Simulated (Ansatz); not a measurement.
What does this script print? It uses the Ansatz DFT code, driven from Python.

The script reads `ch4o3si.xyz`:
```text
9

O    -0.98080    0.07240   -1.62220
Si    0.04920   -0.31920   -0.48560
O     1.56940   -0.32930   -1.02780
C    -0.30310   -0.38870    1.27700
O    -0.02490    0.83750    0.67560
H    -1.33080    1.05220   -1.57420
H     2.14540    0.45130   -0.75620
H     0.37480   -0.86030    1.93010
H    -1.41070   -0.56220    1.56630
```

Script `ch4o3si.py`:
```python
from dataclasses import dataclass
import itertools
import logging
import sys

import ansatz as az
from ase.data import atomic_numbers, covalent_radii
import numpy as np

logging.basicConfig(stream=sys.stdout, format='%(levelname)s %(message)s')
logger = logging.getLogger('ansatz_job')
logger.setLevel(logging.INFO)


@dataclass
class Settings:
    basis: str = '6-31G*'
    xc: str = 'r2SCAN'
    vdw: str = 'd4'


settings = Settings()

system = az.Crystal.molecule_from_extxyz('ch4o3si.xyz')

base = (
    system.calculation()
    .basis(gaussian=settings.basis)
    .functional(settings.xc, dispersion=settings.vdw)
)
symbols = [site.symbol for site in system.cartesian_sites]
start = np.array([site.position_ang for site in system.cartesian_sites], dtype=float)
def progress(event):
    if event['event'] == 'relax_step':
        row = event['data']
        logger.info(f'step {row["step"]:3d}  E = {row["lagrangian_ev"]:.6f} eV  largest force component {row["allowed_force_max_ev_ang"]:.4f} eV/A')


report = base.relax(force_tolerance=0.005).session().plan().execute(on_event=progress).report
end = np.array(report['positions_ang'])

logger.info(f'E = {report["free_energy_ev"]:.6f} eV = {report["free_energy_ev"] / 27.211386246:.7f} Ha')
print('converged:', report['converged'], ' doubts:', report['published_state_doubts'] or 'none')

radius = [covalent_radii[atomic_numbers[s]] for s in symbols]
span = lambda where, i, j: np.linalg.norm(where[i] - where[j])
bonded = [(i, j) for i, j in itertools.combinations(range(len(symbols)), 2) if min(span(start, i, j), span(end, i, j)) < 1.2 * (radius[i] + radius[j])]
logger.info('pair        before    after (A)')
for i, j in bonded:
    print(f'{symbols[i]}{i}-{symbols[j]}{j}'.ljust(10), f'{span(start, i, j):8.4f} {span(end, i, j):8.4f}')
for first, second in list(itertools.combinations(bonded, 2)):
    shared = set(first) & set(second)
    if shared and symbols[(j := shared.pop())] != 'H':
        i, k = sorted((set(first) | set(second)) - {j})
        u, v = end[i] - end[j], end[k] - end[j]
        angle = np.degrees(np.arccos(np.clip(u @ v / np.linalg.norm(u) / np.linalg.norm(v), -1, 1)))
        logger.info(f'final angle {symbols[i]}{i}-{symbols[j]}{j}-{symbols[k]}{k}: {angle:.2f} deg')

charges = report['charge_distribution']
dipole = np.array(charges['dipole_moment_e_ang']) * 4.803205
logger.info('dipole (D): {:.3f} {:.3f} {:.3f}, length {:.3f}'.format(*dipole, np.linalg.norm(dipole)))
logger.info('atom  Mulliken   Lowdin')
for symbol, m, l in zip(symbols, charges['mulliken_charges_e'], charges['lowdin_charges_e']):
    logger.info(f'{symbol:4s} {m:9.3f} {l:8.3f}')
```

```console
$ python ch4o3si.py
INFO step   1  E = -15116.563925 eV  largest force component 3.6979 eV/A
INFO step   2  E = -15117.195609 eV  largest force component 1.6383 eV/A
INFO step   3  E = -15117.445422 eV  largest force component 0.6951 eV/A
INFO step   4  E = -15117.506938 eV  largest force component 0.5204 eV/A
INFO step   5  E = -15117.569816 eV  largest force component 0.6231 eV/A
INFO step   6  E = -15117.588710 eV  largest force component 0.2678 eV/A
INFO step   7  E = -15117.597906 eV  largest force component 0.1948 eV/A
INFO step   8  E = -15117.601693 eV  largest force component 0.0425 eV/A
INFO step   9  E = -15117.601720 eV  largest force component 0.0536 eV/A
INFO step  10  E = -15117.601753 eV  largest force component 0.0317 eV/A
INFO step  11  E = -15117.601918 eV  largest force component 0.0048 eV/A
INFO E = -15117.601926 eV = -555.5616237 Ha
converged: True  doubts: none
INFO pair        before    after (A)
O0-Si1       1.5831   1.6363
O0-H5        1.0415   0.9667
Si1-O2       1.6140   1.6363
Si1-C3       1.7988   1.8076
Si1-O4       1.6407   1.6501
O2-H6        1.0074   0.9668
C3-O4        1.3938   1.5480
C3-H7        1.0529   1.0934
C3-H8        1.1578   1.0934
INFO final angle Si1-O0-H5: 114.74 deg
INFO final angle O0-Si1-O2: 103.93 deg
INFO final angle O0-Si1-C3: 125.64 deg
INFO final angle O0-Si1-O4: 120.79 deg
INFO final angle O2-Si1-C3: 125.75 deg
INFO final angle O2-Si1-O4: 120.48 deg
INFO final angle Si1-O2-H6: 114.64 deg
INFO final angle C3-Si1-O4: 52.95 deg
INFO final angle Si1-C3-O4: 58.30 deg
INFO final angle Si1-C3-H7: 123.75 deg
INFO final angle Si1-C3-H8: 123.76 deg
INFO final angle Si1-O4-C3: 68.75 deg
INFO final angle O4-C3-H7: 110.81 deg
INFO final angle O4-C3-H8: 110.79 deg
INFO final angle H7-C3-H8: 111.80 deg
INFO dipole (D): -0.464 -1.190 1.073, length 1.668
INFO atom  Mulliken   Lowdin
INFO O       -0.690   -0.329
INFO Si       0.985    0.235
INFO O       -0.691   -0.329
INFO C       -0.329   -0.273
INFO O       -0.545   -0.228
INFO H        0.447    0.326
INFO H        0.447    0.326
INFO H        0.188    0.136
INFO H        0.188    0.136
```

Notes:
- Total energies depend on the basis set; only differences at equal settings carry meaning.
- The end point is the stationary point reached from this start; no frequency run checks that it is a minimum, and the basis set is modest.
- The Löwdin charges here are taken after orthogonalising the functions within each atom; they differ from plain Löwdin charges, and their signs can be unphysical.
- Finished in 72 s on 1 thread of Arm Neoverse V1 (shared host), peak memory 0.22 GiB.
